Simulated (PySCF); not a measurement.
**InHCl (SMILES [Cl][InH]): levels of theory compared**

Aim: a comparison of 3 runs (U-r2SCAN/STO-6G, USVWN5/STO-6G, UMP2/STO-6G) of InHCl. Input form: a Python script.

The calculation is run with PySCF 2.14.0.

9 further runs of the same task are left out: 9 set aside as unsound or not needed.

### Step 1. Starting point

InHCl: 3 atoms, total charge 0, spin state doublet. As SMILES, `[Cl][InH]`. The In2–H3 distance was set to 3.900 Å, away from the relaxed value. At this shape a bond of the SMILES string is far longer than usual.

Bond lengths: Cl1–In2 2.365 Å.

### Step 2. A single-point energy at U-r2SCAN/STO-6G (run 1)

input.py

```python
from pyscf import gto, dft

molecule = gto.Mole()
molecule.atom = '''
Cl  -2.633657   2.252316  -1.205792
In  -0.574357   2.397916  -0.052292
H    1.229400  -1.003900   0.568100
'''
molecule.spin = 1
molecule.verbose = 3
molecule.basis = 'sto-6g'
molecule.max_memory = 1860
molecule.build()

myscf = dft.UKS(molecule)
myscf.xc = 'r2scan'
myscf.grids.level = 5
myscf.conv_tol = 1e-10
myscf.kernel()
if not myscf.converged:
    myscf = myscf.newton().run(myscf.mo_coeff, myscf.mo_occ)

energy = myscf.e_tot
print('Final energy', energy)
```

Run with:

```bash
$ OMP_NUM_THREADS=1 python input.py
```

The program printed:

```text
WARN: HOMO -0.379822369363281 >= LUMO -0.379822369363274

converged SCF energy = -6174.05228198255  <S^2> = 0.75039856  2S+1 = 2.0003985
Final energy -6174.052281982554
```

Run time: 16 s. Hardware: 1 thread of Arm Neoverse V1, shared host; peak memory 0.27 GiB.

### Step 3. A single-point energy at USVWN5/STO-6G (run 2)

input.xyz

```xyz
3
ClHIn
Cl    -2.633657     2.252316    -1.205792
In    -0.574357     2.397916    -0.052292
H      1.229400    -1.003900     0.568100
```

job.py

```python
from pyscf import gto, dft

molecule = gto.M(
    atom='input.xyz',
    spin=1,
    verbose=3,
    max_memory=1860,
    basis='sto-6g',
)

mf = dft.UKS(molecule)
mf.xc = 'svwn'
mf.conv_tol = 1e-10
mf.grids.level = 5
mf.kernel()
if not mf.converged:
    mf = mf.newton().run(mf.mo_coeff, mf.mo_occ)

energy = mf.e_tot
print('Final energy', energy)
```

Run with:

```bash
$ OMP_NUM_THREADS=1 python job.py
```

The program printed:

```text
converged SCF energy = -6166.58783450216  <S^2> = 0.75009132  2S+1 = 2.0000913
Final energy -6166.587834502164
```

Run time: 6 s. Hardware: 1 thread of Arm Neoverse V1, shared host; peak memory 0.16 GiB.

### Step 4. A single-point energy at UMP2/STO-6G (run 3)

run.py

```python
from pyscf import gto, scf, mp

mol = gto.M(
    atom=[
    ('Cl', (-2.633657, 2.252316, -1.205792)),
    ('In', (-0.574357, 2.397916, -0.052292)),
    ('H', (1.229400, -1.003900, 0.568100)),
],
    charge=0,
    verbose=4,
    spin=1,
    basis='sto-6g',
    max_memory=1860,
)

myscf = scf.UHF(mol)
myscf.conv_tol = 1e-10
myscf.kernel()
if not myscf.converged:
    myscf = myscf.newton().run(myscf.mo_coeff, myscf.mo_occ)

pt = mp.MP2(myscf, frozen=23).run()
energy = pt.e_tot
print('E(%s) = %.9f' % ('MP2', energy))
```

Run with:

```bash
$ OMP_NUM_THREADS=1 python run.py
```

The program printed:

```text
PySCF version 2.14.0

[... 139 lines left out ...]
converged SCF energy = -6171.1613333671  <S^2> = 0.79285212  2S+1 = 2.0424026
[... 1 line left out ...]
******** <class 'pyscf.mp.ump2.UMP2'> ********
nocc = (np.int64(11), np.int64(10)), nmo = (14, 14)
frozen orbitals 23
E(UMP2) = -6171.1854172038  E_corr = -0.0240838366988472
E(SCS-UMP2) = -6171.18850366985  E_corr = -0.0271703027507096
E_corr(same-spin) = -0.00199650148604663
E_corr(oppo-spin) = -0.0220873352128006
E(MP2) = -6171.185417204
```

Run time: 2.6 s. Hardware: 1 thread of Arm Neoverse V1, shared host; peak memory 0.12 GiB.

### Step 5. All runs side by side

```
run            level  integration grid  frozen core orbitals   energy (Eh)  dipole moment (D) of the reference  HOMO energy (eV)  LUMO energy (eV)  wall time
  1  U-r2SCAN/STO-6G                 5                     –  -6174.052282                                2.61             -2.39              1.01       16 s
  2    USVWN5/STO-6G                 5                     –  -6166.587835                                2.40             -2.13              0.57        6 s
  3      UMP2/STO-6G                 –                    23  -6171.185417                                3.34             -5.17              5.30      2.6 s
```

### Step 6. Summary of results

| quantity | value |
| --- | --- |
| run 3: total energy | -6171.18542 Eh |
| run 3: dipole moment (Hartree–Fock density) | 3.34 D |
| run 3: HOMO energy (Hartree–Fock orbitals) (highest over α and β) | -5.17 eV |
| run 3: LUMO energy (Hartree–Fock orbitals) (lowest over α and β) | 5.30 eV |
| run 3: correlation energy (23 core orbitals frozen) | -24.1 mEh |
| run 3: ⟨S²⟩ of the reference determinant | 0.793 |

What this shows: Totals of different functionals can't be ranked against each other. In runs 1, 2, 3 the basis is minimal, so the values are rough. In runs 1, 2, 3 relativity is left out where basis or elements ask for it. All runs together took 25 s, the longest 16 s.
